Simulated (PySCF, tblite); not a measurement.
# C₇H₁₄Si: geometry, infrared bands and NMR shifts

Wanted: the infrared bands and NMR shifts of C₇H₁₄Si (`CC(C)[SiH]1CC=CC1`), by calculation.

The runs use tblite 0.8.0 and PySCF 2.14.0, with density-fitted response routines of our own; the level of theory stands in each step. All values are computed, except where a source is named. Atoms count from 0, in the outputs and in this text.

### Step 1. The starting structure

22 atoms, charge 0, multiplicity 1; geometry from: force field or distance geometry start.

Bonds of the start (Å): C0–C1 1.52, C1–C2 1.54, C1–Si3 1.91, Si3–C4 1.91, C4–C5 1.51, C5–C6 1.34, C6–C7 1.51, C7–Si3 1.93, C0–H8 1.09, C0–H9 1.10, C0–H10 1.10, C1–H11 1.09, C2–H12 1.10, C2–H13 1.09, C2–H14 1.08, Si3–H15 1.50, C4–H16 1.10, C4–H17 1.10, C5–H18 1.09, C6–H19 1.09, C7–H20 1.09, C7–H21 1.09.

### Step 2. Relaxing the molecule with GFN2-xTB

The job: settings as JSON, then the geometry in Å.

```
{"job": {"kind": "relax", "xc": "GFN2-xTB", "basis": "xTB"}, "charge": 0, "multiplicity": 1}
C     -2.337000     0.701300    -0.595700
C     -1.292900    -0.353800    -0.276900
C     -1.938200    -1.528300     0.484100
Si     0.219700     0.364500     0.648200
C      1.213400     1.575500    -0.439100
C      2.546700     0.901600    -0.646700
C      2.766100    -0.290800    -0.070600
C      1.665600    -0.908600     0.759600
H     -1.916400     1.517100    -1.189400
H     -3.170500     0.265900    -1.169800
H     -2.775700     1.139700     0.313400
H     -0.908100    -0.751800    -1.216500
H     -2.776300    -1.943200    -0.096900
H     -2.349300    -1.206000     1.444900
H     -1.236100    -2.325100     0.671300
H     -0.128100     0.936600     1.995600
H      1.337400     2.540300     0.066400
H      0.711400     1.722100    -1.406400
H      3.314500     1.392900    -1.236500
H      3.714600    -0.816700    -0.170700
H      1.353000    -1.868500     0.336400
H      1.975700    -1.045200     1.794500
```

On the command line:

```
> OMP_NUM_THREADS=1 python probes_run.py task.json out
```

One launch serves the whole session: the jobs run in the order shown.

**Question.** This job is followed by: GFN2-xTB harmonic vibrations, gas phase; GIAO PBE0/pcSseg-1 NMR shielding, non-relativistic, gas phase. Predict these results of the whole session: strongest single infrared mode (GFN2-xTB); zero-point energy (GFN2-xTB); 13C shifts against TMS (PBE0/pcSseg-1, means over atoms taken as alike); 1H shifts against TMS (PBE0/pcSseg-1, means over atoms taken as alike); 29Si shifts against TMS (PBE0/pcSseg-1).

**Answer**, as computed:

| quantity | value |
| --- | --- |
| strongest single infrared mode (GFN2-xTB) | 2184 cm⁻¹, 346 km/mol |
| zero-point energy (GFN2-xTB) | 118.1 kcal/mol |
| 13C shifts against TMS (PBE0/pcSseg-1, means over atoms taken as alike) | 138.3, 20.9, 18.7, 18.4 ppm |
| 1H shifts against TMS (PBE0/pcSseg-1, means over atoms taken as alike) | 6.09, 4.28, 1.70, 1.52, 1.14, 0.89 ppm |
| 29Si shifts against TMS (PBE0/pcSseg-1) | 4.9 ppm |

In words: The optimisation took 90 steps and gained 0.104 eV; among the close pairs (by a distance rule), Si3–H15 changed most, from 1.505 to 1.474 Å. No mode is imaginary among the 60: a minimum at this level. The strongest single mode, at 2184 cm⁻¹, moves mainly H15. GFN2-xTB is a fitted tight-binding method: band positions and strengths are rough. Its intensities can rank the bands wrongly. C5, C6 (mean) (alkene CH) lies farthest downfield among carbon, at 138.3 ppm; the olefinic region. H18, H19 (mean) (hydrogen on an alkene CH) lies farthest downfield among hydrogen, at 6.09 ppm; a vinylic proton, deshielded by the sp2 carbon and the C=C anisotropy. At PBE0/pcSseg-1: The largest span, 201 ppm, is at C5, C6, where the paramagnetic term is -206 ppm.
